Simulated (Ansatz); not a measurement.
This script for the Ansatz DFT code, driven from Python starts 5 runs on ClFH3OSi2, SMILES F[Si](Cl)O[SiH3]. What input does the engine get in each?

Script `run_methods.py`:
```python
"""One geometry of ClFH3OSi2, method by method."""

from pathlib import Path

import ansatz as az
import numpy as np

geometry_ang = [
    ("F", (-0.4561, 0.8506, -2.1856)),
    ("Si", (-1.2139, -0.1945, -1.2561)),
    ("Cl", (-1.4674, -1.9306, -2.3243)),
    ("O", (-0.1037, -0.5432, -0.022)),
    ("Si", (0.6426, 0.244, 1.1496)),
    ("H", (-0.3251, 1.0901, 1.9347)),
    ("H", (1.6974, 1.1347, 0.5738)),
    ("H", (1.3184, -0.7082, 2.0741)),
]
mol = az.Crystal.molecule()
for symbol, xyz in geometry_ang:
    mol = mol.atom(symbol, xyz)

calc = mol.calculation()
calc = calc.basis(gaussian="def2-SVP")
calc = calc.spin("collinear", total=1)
calc = calc.accuracy("medium")

print("functional    E (Ha)        dipole (D)   HOMO (eV)  LUMO (eV)")
for name in ["pbe", "revpbe", "r2scan", "hse06", "hf"]:
    rep = calc.functional(name).forces().orbitals().run(threads=1, pin="off", runs_dir="runs").report
    lines = Path(rep["orbitals_path"]).read_text().splitlines()
    field_of = lambda key: [line.split("=")[1].strip() for line in lines if line.startswith(key)]
    orbitals = [(27.211386 * float(e), s, float(n)) for e, s, n in zip(field_of("Ene="), field_of("Spin="), field_of("Occup="))]
    homo = max(e for e, _, n in orbitals if n > 0.5)
    lumo = min(e for e, _, n in orbitals if n < 0.5)
    dipole = 4.803205 * np.linalg.norm(rep["charge_distribution"]["dipole_moment_e_ang"])
    print(f"{name:10s} {rep['free_energy_ev'] / 27.211386246:14.6f} {dipole:9.3f} {homo:11.3f} {lumo:10.3f}")
```

Run 1:
```yaml
crystal:
  periodic: [false, false, false]
  atoms:
    - { symbol: F, position_ang: [-0.4561, 0.8506, -2.1856] }
    - { symbol: Si, position_ang: [-1.2139, -0.1945, -1.2561] }
    - { symbol: Cl, position_ang: [-1.4674, -1.9306, -2.3243] }
    - { symbol: O, position_ang: [-0.1037, -0.5432, -0.022] }
    - { symbol: Si, position_ang: [0.6426, 0.244, 1.1496] }
    - { symbol: H, position_ang: [-0.3251, 1.0901, 1.9347] }
    - { symbol: H, position_ang: [1.6974, 1.1347, 0.5738] }
    - { symbol: H, position_ang: [1.3184, -0.7082, 2.0741] }
accuracy: medium
basis:
  gaussian:
    orbitals: def2-SVP
hamiltonian:
  xc: pbe
magnetization:
  spin_polarized: true
  initial_magnetization: 1.0
output:
  orbitals: {}
  forces: true
```

Run 2, against run 1:
```diff
-  xc: pbe
+  xc: revpbe
```

Run 3, against run 1:
```diff
-  xc: pbe
+  xc: r2scan
```

Run 4, against run 1:
```diff
-  xc: pbe
+  xc: hse06
```

Run 5, against run 1:
```diff
-  xc: pbe
+  xc: hf
```

Running `python run_methods.py` prints:
```text
functional    E (Ha)        dipole (D)   HOMO (eV)  LUMO (eV)
pbe          -1215.048448     1.071      -6.004     -4.316
revpbe       -1215.443315     1.099      -5.997     -4.171
r2scan       -1215.563885     1.285      -6.515     -3.888
hse06        -1215.118296     1.329      -6.981     -3.848
hf           -1213.096308     1.863     -10.831      0.418
```

Caveats:
- The settings weren't tested for convergence.
- The geometry is a force-field or estimated start, not a minimum of this method, and the basis set is short of its limit. A lower total doesn't mark the better method: functionals have no common bound, and MP2 and coupled cluster aren't variational.
- The run takes the species as open-shell (spin multiplicity 2), which needn't be its ground state.
- Levels such as HOMO and LUMO are orbital energies: with these approximate functionals they aren't the ionisation energy and electron affinity, and their gap isn't the fundamental gap.
- hse06 follows the composition of plane-wave codes, whose totals differ by tens of mHa, up to about 0.1 Ha, from the form usual in Gaussian-basis programs (wpbeh).
- It ran for 31 s on 1 thread of Arm Neoverse V2 (shared host), peak memory 0.37 GiB.
